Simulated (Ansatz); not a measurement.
2 structures of MgZn2: a ranking of polymorphs by energy, run with the Ansatz DFT code, driven from Python.

The script, `run_polymorphs.py`:
```python
"""Relative energies of MgZn2 phases, after relaxing cells and atoms."""

import warnings

import ansatz as az
import numpy as np
import spglib
from tabulate import tabulate

PHASES = {
    "P6_3/mmc": (
        [(2.986764, 0.0, 0.0), (-1.493382, 2.586613, 0.0), (0.0, 0.0, 13.526458)],
        [
            ("Mg", (2 / 3, 1 / 3, 0.25)),
            ("Mg", (1 / 3, 2 / 3, 0.75)),
            ("Zn", (1 / 3, 2 / 3, 0.422991)),
            ("Zn", (1 / 3, 2 / 3, 0.077009)),
            ("Zn", (2 / 3, 1 / 3, 0.922991)),
            ("Zn", (2 / 3, 1 / 3, 0.577009)),
        ],
    ),
    "Fd-3m": (
        [(0.0, 3.64205, 3.64205), (3.64205, 0.0, 3.64205), (3.64205, 3.64205, 0.0)],
        [
            ("Mg", (0.75, 0.75, 0.75)),
            ("Mg", (0.5, 0.5, 0.5)),
            ("Zn", (0.125, 0.125, 0.125)),
            ("Zn", (0.625, 0.125, 0.125)),
            ("Zn", (0.125, 0.125, 0.625)),
            ("Zn", (0.125, 0.625, 0.125)),
        ],
    ),
}


def build(vectors, sites):
    crystal = az.Crystal(lattice=az.Lattice.of(vectors))
    for symbol, position in sites:
        crystal = crystal.atom(symbol, position)
    return crystal


def compute(name, crystal):
    calc = crystal.calculation()
    calc = calc.functional(az.Functional.R2SCAN)
    calc = calc.pseudopotentials("nc")
    calc = calc.accuracy("low").kpoints(spacing=0.26)
    calc = calc.occupations("fermi_dirac", width=0.1)
    calc = calc.stress().band_table()
    calc = calc.relax(force_tolerance=0.03, max_steps=60, cell=True)
    return calc.run(threads=1)


def space_group(outcome):
    sites = outcome.report["lattice"]["sites"]
    kinds = sorted({site["symbol"] for site in sites})
    cell = (outcome.lattice.cell_ang, [site["position_frac"] for site in sites], [kinds.index(site["symbol"]) for site in sites])
    return spglib.get_spacegroup(cell, symprec=0.01)


def volume_per_atom(outcome):
    return abs(np.linalg.det(outcome.lattice.cell_ang)) / len(outcome.lattice.sites)

warnings.simplefilter("ignore", az.DeckWarning)

phases = {name: build(*cell) for name, cell in PHASES.items()}

done = {}
for name, crystal in phases.items():
    done[name] = compute(name, crystal)
    print(f"{name}: {done[name].report['energy_sigma0_ev']:.4f} eV, {len(done[name].lattice.sites)} atoms")

energy = {name: o.report["energy_sigma0_ev"] / len(o.lattice.sites) for name, o in done.items()}
lowest = min(energy.values())
rows = [(name, len(o.lattice.sites), 1000 * (energy[name] - lowest), space_group(o), volume_per_atom(o)) for name, o in done.items()]
rows.sort(key=lambda row: row[2])
print(tabulate(rows, headers=["phase", "atoms", "dE (meV/atom)", "space group", "V (A^3/atom)"], floatfmt=".4f", tablefmt="github"))
```

Which of these structures comes out lowest, and how far apart are they?

By space group at the end of each run: Fd-3m (+0 meV an atom, 16.0 Å³) and P6_3/mmc (+187 meV an atom, 16.8 Å³).

The run itself:

Running `python run_polymorphs.py` prints:
```text
P6_3/mmc: -30200.6965 eV, 6 atoms
Fd-3m: -30201.8169 eV, 6 atoms
| phase    |   atoms |   dE (meV/atom) | space group    |   V (A^3/atom) |
|----------|---------|-----------------|----------------|----------------|
| Fd-3m    |       6 |          0.0000 | Fd-3m (227)    |        16.0476 |
| P6_3/mmc |       6 |        186.7271 | P6_3/mmc (194) |        16.8082 |
```

Notes:
- These settings explore the input space; cutoff and mesh may be short of convergence.
- Such functionals run on norm-conserving files made under PBE, which can move pressures by some GPa.
- For the metals among these phases the mesh is modest: differences between phases can be off by up to 40 meV an atom.
- The cells come from databases of deposited and of computed structures, and not all need be stable phases.
- The ranking holds among these structures alone, at zero temperature; the ground state may be another structure. Differences under about 40 meV an atom lie within the error of mesh and functional.
- Hardware and time: 14 min on 1 thread of Arm Neoverse V2, on a shared host, peak memory 1.3 GiB.

(Lines on the test bed's own set-up are left out of the output.)
